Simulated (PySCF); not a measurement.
# GeO−: from the state search to spectroscopic constants

The task here is to estimate one member of a computed series from the others.

Computed with PySCF 2.14.0. Level: Ge def2-TZVPPD, O def2-TZVPPD, no relativity.

2 further runs of the same task are left out: 2 set aside as unsound or not needed.

Set-up of the first run:

Settings of the job:

```yaml
atoms: Ge, O
charge: -1
basis: Ge def2-TZVPPD, O def2-TZVPPD
Hamiltonian: no relativity
basis_functions: 94
electrons_treated: 41
masses_in_u: 73.9212, 15.9949
levels: PBE0, PBE, r²SCAN, B2PLYP, LDA, M06-L, r²SCAN0, PW91, CAM-B3LYP, MP2, SCS-MP2, CCSD, CCSD(T)
grid: 80 radial by 434 angular points
occupations: held fixed by the projection of orbital angular momentum
dissociation_limit: Ge + O−, each in its ground configuration
starting_distance_in_angstrom: 1.860
values_of_2S_to_try: 1, 3
```

Run with:

```
OMP_NUM_THREADS=2 python dia.py task.json out
```

Steps of the session up to this table: Set-up; First curve: PBE0; PBE (GGA); r²SCAN; B2PLYP (double hybrid); LDA; M06-L (meta-GGA); r²SCAN0 (hybrid meta-GGA); PW91 (GGA); CAM-B3LYP; Adding correlation.

One of the session's tables, all rows but one given; the rest of the session is left out.

It belongs to the step «The curves together». Energy (eV) from each level's lowest point:

```
R (Å)  UHF-MP2  UHF-SCS-MP2  UHF-CCSD  UHF-CCSD(T)    LDA
1.453    1.707        1.698       n/a          n/a  1.508
1.521    0.793        0.784     0.692        0.768  0.664
1.589        ?            ?         ?            ?      ?
1.639    0.078        0.074     0.045        0.070  0.045
1.690    0.000        0.000     0.000        0.000  0.000
1.741    0.016        0.021     0.048        0.021  0.043
1.808    0.125        0.132     0.216        0.152  0.199
1.893    0.387        0.404     0.541        0.425  0.501
1.994    0.807        0.832     1.026        0.842  0.951
2.129    1.504        1.531       n/a          n/a  1.608
```

**Question.** Estimate the row for R (Å) = 1.589.

Worked estimate for «UHF-MP2». A straight line through the neighbours (1.521, 0.793) and (1.639, 0.078) gives 0.793 + (0.078 − 0.793) × (1.589 − 1.521) / (1.639 − 1.521) = 0.381; a parabola fitted to 4 rows on both sides gives 0.257.

The run gave: UHF-MP2: 0.277; UHF-SCS-MP2: 0.269; UHF-CCSD: 0.213; UHF-CCSD(T): 0.261; LDA: 0.206. In «UHF-MP2» the line misses by +0.104 and the parabola by -0.020.
